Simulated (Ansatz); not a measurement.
**GaAs2 (element-swapped structure): how the settings move a single-point run**

Question: which choices in the input matter for GaAs2 (element-swapped structure)?

Method: reference: DFT PBE, plane waves, PAW, scalar-relativistic, no spin polarisation, in Ansatz 0.2.0.

**1. The system as given**

Symmetry: P4/nmm, No. 129, tetragonal system. The conventional cell has a = 3.765 Å, b = 3.765 Å, c = 7.795 Å, α = 90.00°, β = 90.00°, γ = 90.00°. Ga (site symmetry 4mm) is surrounded by 9 As at 2.73 to 2.89 Å. As (site symmetry -4m2) is surrounded by 4 As at 2.66 Å and 4 Ga at 2.89 Å. Around As (site symmetry 4mm) lie 5 Ga at 2.73 to 2.79 Å.

As a file:

```cif
data_structure
_symmetry_space_group_name_H-M 'P 1'
_symmetry_Int_Tables_number 1
_cell_length_a 3.7650
_cell_length_b 3.7650
_cell_length_c 7.7954
_cell_angle_alpha 90.000
_cell_angle_beta 90.000
_cell_angle_gamma 90.000
_cell_volume 110.50
loop_
_atom_site_label
_atom_site_type_symbol
_atom_site_fract_x
_atom_site_fract_y
_atom_site_fract_z
_atom_site_occupancy
Ga1 Ga 0.00000 0.50000 0.28100 1
Ga2 Ga 0.50000 0.00000 0.71900 1
As1 As 0.00000 0.00000 0.00000 1
As2 As 0.50000 0.50000 0.00000 1
As3 As 0.00000 0.50000 0.63900 1
As4 As 0.50000 0.00000 0.36100 1
```

**2. Baseline**

input.yaml

```yaml
crystal:
  lattice:
    - [3.764991, 0.0, 0.0]
    - [0.0, 3.764991, 0.0]
    - [0.0, 0.0, 7.795352]
  atoms:
    - { symbol: Ga, position: [0.0, 0.5, 0.281] }
    - { symbol: Ga, position: [0.5, 0.0, 0.719] }
    - { symbol: As, position: [0.0, 0.0, 0.0] }
    - { symbol: As, position: [0.5, 0.5, 0.0] }
    - { symbol: As, position: [0.0, 0.5, 0.639] }
    - { symbol: As, position: [0.5, 0.0, 0.361] }
  symmetry: { tolerance: 0.0003 }
kpoints:
  mp_grid: { grid: [5, 5, 3], shift: [0, 0, 0] }
magnetization:
  spin_polarized: false
scf:
  occupations: { method: methfessel_paxton, width: 0.0783 }
hamiltonian:
  pseudopotentials: { kind: paw }
  xc: pbe
basis:
  ecutwfc: 420
output:
  forces: true
  stress: true
  eigenvalues: true
```

The run is started by

```
$ ansatz run input.yaml --threads 1 --pin off --max-ram 2560MiB --backend cpu --events-out ev --progress --plain --runs-dir out
```

**3. Variant: mixing.algorithm anderson, mixing.beta 0.5, chi_scale 0.1**

Edit input.yaml of step 2 so:

```diff
@@ -19,2 +19,4 @@
   occupations: { method: methfessel_paxton, width: 0.0783 }
+  mixing: { algorithm: anderson, beta: 0.5 }
+  initial_density: { chi_scale: 0.1 }
 hamiltonian:
```

**4. Again, with eigensolver.kind davidson, basis.precision f64, ecutrho_ratio 8, accuracy medium**

Edit input.yaml of step 2 so:

```diff
@@ -19,2 +19,3 @@
   occupations: { method: methfessel_paxton, width: 0.0783 }
+  eigensolver: { kind: davidson }
 hamiltonian:
@@ -24,2 +25,4 @@
   ecutwfc: 420
+  precision: f64
+  ecutrho_ratio: 8
 output:
@@ -28 +31,2 @@
   eigenvalues: true
+accuracy: medium
```

**5. Again, with eigensolver.kind davidson, dispersion d3bj**

Edit input.yaml of step 2 so:

```diff
@@ -19,2 +19,3 @@
   occupations: { method: methfessel_paxton, width: 0.0783 }
+  eigensolver: { kind: davidson }
 hamiltonian:
@@ -22,2 +23,3 @@
   xc: pbe
+  dispersion: d3bj
 basis:
```

**6. Again, with mp_grid.shift [0.5, 0.5, 0.5]**

Edit input.yaml of step 2 so:

```diff
@@ -14,3 +14,3 @@
 kpoints:
-  mp_grid: { grid: [5, 5, 3], shift: [0, 0, 0] }
+  mp_grid: { grid: [5, 5, 3], shift: [0.5, 0.5, 0.5] }
 magnetization:
```

Q: Predict the outcome of this session. Wanted: for each run, ending; energy change; pressure; gap; force.

As calculated:

| run | ending | energy change | pressure (GPa) | gap (eV) | force (eV/Å) | cycles | time |
| --- | --- | --- | --- | --- | --- | --- | --- |
| reference | converged | 0 | 5.6 | 0.00 | 0.63 | 9 | 4.8 s |
| 1: mixing.algorithm anderson, mixing.beta 0.5, chi_scale 0.1 | converged | 0.0 meV/atom | 5.6 | 0.00 | 0.63 | 13 | 6.1 s |
| 2: eigensolver.kind davidson, basis.precision f64, ecutrho_ratio 8, accuracy medium | converged | 0.0 meV/atom | 5.6 | 0.00 | 0.63 | 9 | 7.4 s |
| 3: eigensolver.kind davidson, dispersion d3bj | converged | -426.2 meV/atom (with the dispersion term) | 1.8 | 0.00 | 0.62 | 9 | 7 s |
| 4: mp_grid.shift [0.5, 0.5, 0.5] | converged | -54.0 meV/atom | 5.5 | 0.00 | 0.68 | 7 | 4.2 s |

Residual by cycle in the longest SCF loop of each run; runs are numbered as in the table. The quantity is the density residual dr2, in eV.

| cycle | reference | run 1 | run 2 | run 3 | run 4 |
| --- | --- | --- | --- | --- | --- |
| 1 | 0.0383 | 4.83 | 0.0385 | 0.0385 | 0.0243 |
| 2 | 0.0107 | 1.48 | 0.0107 | 0.0107 | 0.00652 |
| 3 | 0.00155 | 0.234 | 6.4e-4 | 6.4e-4 | 9.6e-4 |
| 4 | 4.6e-4 | 0.0473 | 3.4e-4 | 3.4e-4 | 1.1e-4 |
| 5 | 3.5e-5 | 0.0359 | 6.5e-5 | 6.5e-5 | 4.4e-6 |
| 6 | 8.1e-6 | 0.00146 | 8.5e-6 | 8.5e-6 | 9.2e-7 |
| 8 | 1.1e-7 | 4.1e-4 | 1.6e-7 | 1.6e-7 | - |
| 9 | 3.7e-8 | 4.3e-5 | 3.6e-8 | 3.6e-8 | - |
| 10 | - | 3.8e-5 | - | - | - |
| 11 | - | 1.4e-7 | - | - | - |
| 12 | - | 2.1e-7 | - | - | - |
| 13 | - | 9.2e-9 | - | - | - |

Among the runs that keep the physical model, «mp_grid.shift [0.5, 0.5, 0.5]» moves the energy most (-54.0 meV/atom). The pressure spans 1.8 to 5.6 GPa over the reference and the variants of the same charge on sound settings.

Caveats on the reference run: its mesh is coarse for a cell with so small a gap or none; the structure is made up and not relaxed.
